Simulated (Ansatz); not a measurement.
# C3H8Se: the cost of one run

The runs use Ansatz 0.2.0, Gaussian basis; the settings change from run to run.

### 1 The molecule

The geometry comes from an earlier relaxation with PBE0-D4 in a triple-zeta def2 set; it is a stationary point, not always the lowest conformer.

SMILES `CC[Se]C`, 12 atoms, charge 0, spin multiplicity 1.

Atoms are counted from 1 here; the program's logs count them from 0.

Bond lengths: C1–C2 1.514 Å, C1–H5 1.092 Å, C1–H6 1.092 Å, C1–H7 1.093 Å, C2–Se3 1.952 Å, C2–H8 1.092 Å, C2–H9 1.092 Å, Se3–C4 1.940 Å, C4–H10 1.090 Å, C4–H11 1.090 Å, C4–H12 1.089 Å. Angles: C2–C1–H5 111.3°, C2–C1–H6 111.3°, C2–C1–H7 110.4°, H5–C1–H6 108.0°, H5–C1–H7 107.9°, H6–C1–H7 107.9°, C1–C2–Se3 110.2°, C1–C2–H8 111.2°, C1–C2–H9 111.2°, Se3–C2–H8 107.8°, Se3–C2–H9 107.8°, H8–C2–H9 108.5°, C2–Se3–C4 97.1°, Se3–C4–H10 110.4°, Se3–C4–H11 110.4°, Se3–C4–H12 107.1°, H10–C4–H11 110.3°, H10–C4–H12 109.3° and more.

### 2 B2GP-PLYP/def2-SVP

This run has charge +1, multiplicity 2, relativity set to scalar, high accuracy.

File in.yaml:

```yaml
crystal:
  periodic: [false, false, false]
  atoms:
    - {symbol: C, position_ang: [0.584675, 1.766075, -0.836168]}
    - {symbol: C, position_ang: [0.402247, 0.561704, 0.062604]}
    - {symbol: Se, position_ang: [-0.895252, -0.670834, -0.717788]}
    - {symbol: C, position_ang: [-0.823742, -2.011807, 0.682749]}
    - {symbol: H, position_ang: [0.950019, 1.472670, -1.822846]}
    - {symbol: H, position_ang: [-0.355269, 2.305797, -0.971614]}
    - {symbol: H, position_ang: [1.309902, 2.459329, -0.402413]}
    - {symbol: H, position_ang: [1.340791, 0.019370, 0.192093]}
    - {symbol: H, position_ang: [0.032998, 0.855405, 1.047060]}
    - {symbol: H, position_ang: [-1.135774, -1.584053, 1.635007]}
    - {symbol: H, position_ang: [0.181722, -2.423645, 0.763710]}
    - {symbol: H, position_ang: [-1.515317, -2.805116, 0.401506]}
basis:
  gaussian: {orbitals: def2-SVP}
total_charge: 1
magnetization: {spin_polarized: true, initial_magnetization: 1}
hamiltonian: {xc: {name: B2GP-PLYP}, pseudopotentials: {relativity: scalar}}
accuracy: high
output: {forces: true}
```

Run with:

```bash
ansatz run in.yaml --threads 4 --pin off --events-out ev --progress --plain --max-ram 10444MiB
```

What time and memory should one allow on 4 threads of Arm Neoverse V1, shared host?

About 28 s, with a peak of 0.98 GiB.
